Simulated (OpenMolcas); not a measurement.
# Ta⁴⁺ among point charges: CASSCF and CASPT2 levels and susceptibility

Aim: the splitting of the states of Ta⁴⁺ in the field of 6 point charges, its lowest levels with spin-orbit coupling and its magnetic susceptibility.

The numbers are computed with OpenMolcas 26.06 (state-averaged CASSCF and CASPT2, spin-orbit coupling by RASSI with atomic mean-field integrals), except any that are marked as measured or tabulated.

**1. Starting point**

```
Species                           : Ta⁴⁺ (tantalum, Z = 73, 69 electrons)
Basis                             : ANO-RCC-VTZP [8s7p5d3f2g1h], 104 functions
Scalar Hamiltonian                : DKH2, point nucleus
Inactive shells                   : 1s 2s 2p 3s 3p 3d 4s 4p 4d 4f 5s 5p
Active space                      : 1 electron in 5 orbitals (5d)
Some configurations of this space : 5d
Orbitals                          : optimised for each spin and parity, averaged over all roots
```

The outer shells:

5d
```
5d [↑ ][  ][  ][  ][  ]
```

The ion sits among 6 point charges of -1.7 e arranged as an octahedron (Oh), 1.93 Å from the ion.

Each step is its own input file, run in one work folder so that later steps find the files of earlier ones. Labels, J, g values, rates, χT and fits are worked out afterwards by a script from the matrices that RASSI stores. The input lists half of the charges; inversion (Group=XYZ) makes the rest.

**2. Basis and integrals**

The input, a.inp:

```
&GATEWAY
Coord
1

Ta 0.0 0.0 0.0
Basis=ANO-RCC-VTZP
Group=XYZ
NoMove
AngMom=0.0 0.0 0.0
AMFI
XField
3 Angstrom 0
1.930000 0.000000 0.000000 -1.700000
0.000000 1.930000 0.000000 -1.700000
0.000000 0.000000 1.930000 -1.700000
&SEWARD
```

Launch:

```console
OMP_NUM_THREADS=1 MOLCAS_MEM=1689 MOLCAS_PROJECT=a pymolcas a.inp > a.log
```

The log of the run:

```text
Basis set label: TA.ANO-RCC...8S7P5D3F2G1H.

      Electronic valence basis set:
      ------------------
      Associated Effective Charge  73.000000 au
      Associated Actual Charge     73.000000 au
      Nuclear Model: Point charge

      Shell  nPrim  nBasis  Cartesian Spherical Contaminant
         s      24       8        X
         p      21       7        X
         d      15       5                 X
         f      11       3                 X
         g       4       2                 X
         h       2       1                 X
                  Relativistic Douglas-Kroll-Hess integrals:
                    - DKH order of Hamiltonian: 2
                    - DKH order of Properties : 0
                  Atomic mean-field integrals
```

**3. CASSCF: doublets of even parity, 5 roots**

The input, a.inp:

```
&RASSCF
FileOrb=start.orb
Symmetry=1
Spin=2
nActEl=1 0 0
Inactive=15 19
Ras2=5 0
CIRoot=5 5 1
SDav=5
CIMx=300
Iter=120 100
PrWF=0.3
OrbListing=Nothing
MaxOrb=0
>>> COPY $Project.JobIph JOB001
```

Launch:

```console
OMP_NUM_THREADS=1 MOLCAS_MEM=1689 MOLCAS_PROJECT=a pymolcas a.inp > a.log
```

start.orb holds the contracted functions of the basis, ordered by shell, or the orbitals of the step before.

The log of the run, cut to the lines that bear on the results:

```text
[...]
      Number of active orbitals                  5
[...]
      Spin quantum number                      0.5
[...]
      Active orbitals                            5   0
[...]
      Number of CSFs                             5
      Number of root(s) required                 5
[...]
      Convergence after 11 iterations
[...]
      Natural orbitals and occupation numbers for root  1
      sym 1:   0.000000   1.000000   0.000000   0.000000   0.000000
      Natural orbitals and occupation numbers for root  2
      sym 1:  -0.000000   0.000000   0.000000   1.000000   0.000000
      Natural orbitals and occupation numbers for root  3
      sym 1:   1.000000   0.000000   0.000000   0.000000  -0.000000
::    RASSCF root number  1 Total energy: -15598.25518276
::    RASSCF root number  2 Total energy: -15598.25518276
::    RASSCF root number  3 Total energy: -15598.25518276
::    RASSCF root number  4 Total energy: -15598.16971777
::    RASSCF root number  5 Total energy: -15598.16971777
```

**4. RASSI: spin-orbit coupling between the states**

The input, a.inp:

```
&RASSI
NrOfJobIphs=1 5
1 2 3 4 5
IphNames
JOB001
EJob
SpinOrbit
DIPRint=1.0
SOCoupling=1000.0
Subsets=2
Property=9
'ANGMOM' 1 'ANGMOM' 2 'ANGMOM' 3 'MLTPL  1' 1 'MLTPL  1' 2 'MLTPL  1' 3
'AMFI' 1 'AMFI' 2 'AMFI' 3
SOProperty=3
'ANGMOM' 1 'ANGMOM' 2 'ANGMOM' 3
```

Launch:

```console
OMP_NUM_THREADS=1 MOLCAS_MEM=1689 MOLCAS_PROJECT=a pymolcas a.inp > a.log
```

The log of the run, cut to the lines that bear on the results:

```text
SPIN-FREE ENERGIES:
  (Shifted by EMIN (a.u.) =     -15598.2551827606)
 SF State       Relative EMIN(au)   Rel lowest level(eV)    D:o, cm**(-1)      L_eff
     1             0.0000000000        0.0000000000              0.0000         2.0
     2             0.0000000000        0.0000000000              0.0000         2.0
     3             0.0000000000        0.0000000000              0.0000         2.0
     4             0.0854649879        2.3256207966          18757.3967         2.0
     5             0.0854649879        2.3256207966          18757.3967         2.0
     Dipole printing threshold changed to   1.00000000E+00
Eigenvalues of complex Hamiltonian:
   -----------------------------------
  (Shifted by EMIN (a.u.) =     -15598.2551827606)
 SO State       Relative EMIN(au)   Rel lowest level(eV)    D:o, cm**(-1)     J-value
     1            -0.0078792817        0.0000000000              0.0000         1.6
     2            -0.0078792817        0.0000000000              0.0000         1.5
     3            -0.0078792817        0.0000000000              0.0000         1.3
     4            -0.0078792817        0.0000000000              0.0000         1.2
     5             0.0110580527        0.5153111226           4156.2645         1.9
     6             0.0110580527        0.5153111226           4156.2645         1.9
     7             0.0878152433        2.6039806816          21002.5206         1.2
     8             0.0878152433        2.6039806816          21002.5206         1.2
     9             0.0878152433        2.6039806816          21002.5206         2.2
    10             0.0878152433        2.6039806816          21002.5206         2.2
Weights of the five most important spin-orbit-free states for each spin-orbit state.
[...]
```

Time for these steps: 2 s (1 thread of AMD EPYC 9R45 (Zen 5), shared host).

States without spin-orbit coupling:

```
state  degeneracy  E (cm-1)  free-ion L (%)
  2T2           3         0         D (100)
   2E           2     18757         D (100)
```

With spin-orbit coupling:

| E (cm-1) | Degeneracy | Label | 2S+1 | g |
| --- | --- | --- | --- | --- |
| 0.0 | 4 | Γ8 | 2 |  |
| 4156 | 2 | Γ7 | 2 | 2.00 2.00 2.00 |
| 21003 | 4 | Γ8 | 2 |  |

Principal g values are given for doublets only; a zero marks a field direction without first-order Zeeman splitting.

Powder χT (cm³ K/mol): 0.04 at 2 K, 0.04 at 5 K, 0.04 at 10 K, 0.04 at 20 K, 0.05 at 50 K, 0.05 at 100 K, 0.06 at 150 K, 0.07 at 200 K, 0.07 at 250 K, 0.08 at 300 K.

A ligand-field fit to the states below 45000 cm-1 gives 10Dq = 18757 cm-1, the gap between the two states.

Orbitals of the lowest block (energies include the constant potential of the surroundings):

```
shell     space  energy (hartree)  mean occupation  ⟨r²⟩ (bohr²)
   1s  inactive        -2484.6415            2.000      0.000446
   2s  inactive         -431.2622            2.000       0.00729
   2p  inactive         -379.1681            6.000       0.00601
   3s  inactive         -100.0944            2.000        0.0477
   3p  inactive          -84.2117            6.000        0.0483
   3d  inactive          -64.9503           10.000        0.0404
   4s  inactive          -20.5843            2.000         0.238
   4p  inactive          -15.2501            6.000         0.270
   4d  inactive           -8.1504           10.000         0.318
   4f  inactive           -0.2566           14.000         0.485
   5s  inactive           -1.9390            2.000          1.38
   5p  inactive           -0.4907            6.000          1.82
   5d      RAS2                              1.000          3.90
```

**5. CASPT2: IPEA 0.25, imaginary shift 0.1 (closed shells correlated: 4f 5s 5p)**

The input, a.inp:

```
>>> COPY JOB001 $Project.JobIph
&CASPT2
Multistate=5 1 2 3 4 5
NoMult
Frozen=14 9
IPEA=0.25
Imaginary=0.1
MaxIter=60
WThr=0.0 0.3 0.05
PrWF=0.5
NoMix
```

Launch:

```console
OMP_NUM_THREADS=1 MOLCAS_MEM=1689 MOLCAS_PROJECT=a pymolcas a.inp > a.log
```

The log of the run:

```text
Orbital specifications:
      -----------------------

      Symmetry species                           1   2
                                                ag  au
      Frozen orbitals                           14   9
      Inactive orbitals                          1  10
      Active orbitals                            5   0
      Secondary orbitals                        31  34
      Deleted orbitals                           0   0
      Number of basis functions                 51  53
Type of calculation                        SS-CASPT2
      Fock operator                              state-specific
      IPEA shift                                 0.25
      Real shift                                 0.00
      Imaginary shift                            0.10
      The input orbitals will be transformed to quasi-canonical
Reference energy:      -15598.2551827606
      E2 (Non-variational):      -1.0882222382
      Shift correction:          -0.0001387743
      E2 (Variational):          -1.0883610125
      Total energy:          -15599.3435437731
      Residual norm:              0.0000002120
      Reference weight:           0.90850
      Contributions to the CASPT2 correlation energy
      Active & Virtual Only:         -0.0000000001
      One Inactive Excited:          -0.0596827464
      Two Inactive Excited:          -1.0285394916
Reference energy:      -15598.2551827606
      E2 (Non-variational):      -1.0882223816
      Shift correction:          -0.0001387747
      E2 (Variational):          -1.0883611562
      Total energy:          -15599.3435439168
      Residual norm:              0.0000002121
      Reference weight:           0.90850
      Contributions to the CASPT2 correlation energy
      Active & Virtual Only:         -0.0000000001
      One Inactive Excited:          -0.0596828894
      Two Inactive Excited:          -1.0285394921
::    CASPT2 Root  1     Total energy: -15599.34354377
::    CASPT2 Root  2     Total energy: -15599.34354392
::    CASPT2 Root  3     Total energy: -15599.34354638
::    CASPT2 Root  4     Total energy: -15599.25969673
::    CASPT2 Root  5     Total energy: -15599.25966805
```

This run took 1.4 s in all on 1 thread of AMD EPYC 9R45 (Zen 5), shared host.

SS-CASPT2: lowest energy less the reference's lowest, -1.0884 hartree; reference weights 0.908 to 0.909.

States without spin-orbit coupling:

```
state  degeneracy  E (cm-1)  free-ion L (%)
  2T2           3         0         D (100)
   2E           2     18406         D (100)
```

With spin-orbit coupling:

```json
{"E (cm-1)": "0", "Degeneracy": "4", "Label": "Γ8", "2S+1": "2", "g": ""}
{"E (cm-1)": "4170", "Degeneracy": "2", "Label": "Γ7", "2S+1": "2", "g": "2.00 2.00 2.00"}
{"E (cm-1)": "20670", "Degeneracy": "4", "Label": "Γ8", "2S+1": "2", "g": ""}
```

Powder χT (cm³ K/mol): 0.04 at 2 K, 0.04 at 5 K, 0.04 at 10 K, 0.05 at 20 K, 0.05 at 50 K, 0.05 at 100 K, 0.06 at 150 K, 0.07 at 200 K, 0.07 at 250 K, 0.08 at 300 K.

A ligand-field fit to the states below 45000 cm-1 gives 10Dq = 18406 cm-1, the gap between the two states.

**6. The methods side by side**

A. CASSCF
B. SS-CASPT2, IPEA 0.25, imaginary shift 0.1 (closed shells correlated: 4f 5s 5p)

```
method  ground state  first state of that spin (cm-1)  first gap with spin-orbit (cm-1)  χT at 300 K
     A           2T2                         2E 18760                            4156.3         0.08
     B           2T2                         2E 18410                            4165.0         0.08
```

**7. Summary of results**

| quantity | value |
| --- | --- |
| method | SS-CASPT2, IPEA 0.25, imaginary shift 0.1 (closed shells correlated: 4f 5s 5p) |
| spin-free ground state | 2T2, 3-fold in its orbital part |
| first state of the same spin within the active space | 2E at 18400 cm⁻¹ |
| lowest level | 4-fold Γ8 |
| next level | 4165.0 cm⁻¹ |
| χT at 300 K | 0.08 cm³ K/mol |
| effective moment at 300 K | 0.79 μB |

Cost by method:

```
                                                 method  time of its own steps  time with the reference
                                              A. CASSCF                    2 s                      2 s
B. SS-CASPT2, IPEA 0.25, imaginary shift 0.1, +4f 5s 5p                  1.4 s                    3.4 s
```

Times are of one thread on a shared host.

The spin-free ground state (2T2) comes to 100 % from free-ion D terms and keeps the highest spin of the shell. χT at 300 K is 0.08, against 0.38 cm³ K/mol for the spin alone, so orbital moment lowers it. A ligand-field fit to the states below 45000 cm-1 gives 10Dq = 18406 cm-1, the gap between the two states. The field of point charges can differ much from that of real complexes. This is an electrostatic model: the charges have no orbitals.
